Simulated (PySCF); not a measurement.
# C2H6Ge2: the cost of one run

Programs: PySCF 2.14.0, with density-fitted response routines of our own. Each step states its level of theory. These are calculated values for one molecule in the gas phase, unless marked as measured. Atoms are numbered from 0 throughout.

## 1. Starting geometry

10 atoms, charge 0, multiplicity 1; geometry from: GFN2-xTB. The atoms were then displaced at random by about 0.01 Å, so the start is not that level's minimum.

Bonds of the start (Å): Ge0–C1 1.92, C1–C2 1.23, C2–Ge3 1.84, Ge0–H4 1.47, Ge0–H5 1.50, Ge0–H6 1.50, Ge3–H7 1.50, Ge3–H8 1.50, Ge3–H9 1.50.

## 2. Optimising the geometry at PBE0-D3(BJ)/def2-SVP

Job settings and geometry (Å):

```
{"job": {"xc": "PBE0", "basis": "def2-SVP", "d3": "d3bj", "grid": 1, "shake": 0.01, "kind": "geom"}, "charge": 0, "multiplicity": 1}
Ge     2.503970    -0.213980     0.221020
C      0.599400    -0.026300     0.038230
C     -0.618480     0.067720    -0.078440
Ge    -2.449160     0.192570    -0.225450
H      2.808750    -1.626150     0.465290
H      2.935700     0.660190     1.355410
H      3.144820     0.261240    -1.045220
H     -3.072990    -0.127850     1.096140
H     -2.855650     1.580890    -0.609090
H     -2.945930    -0.789260    -1.238930
```

Started as:

```
$ OMP_NUM_THREADS=1 python probes_run.py task.json out
```

This one command runs all jobs of the session in turn.

**Question.** How long does this first job take on 1 thread of Arm Neoverse V1, shared host, and how much memory does it need?

About 49 s, with a peak of 0.5 GiB.
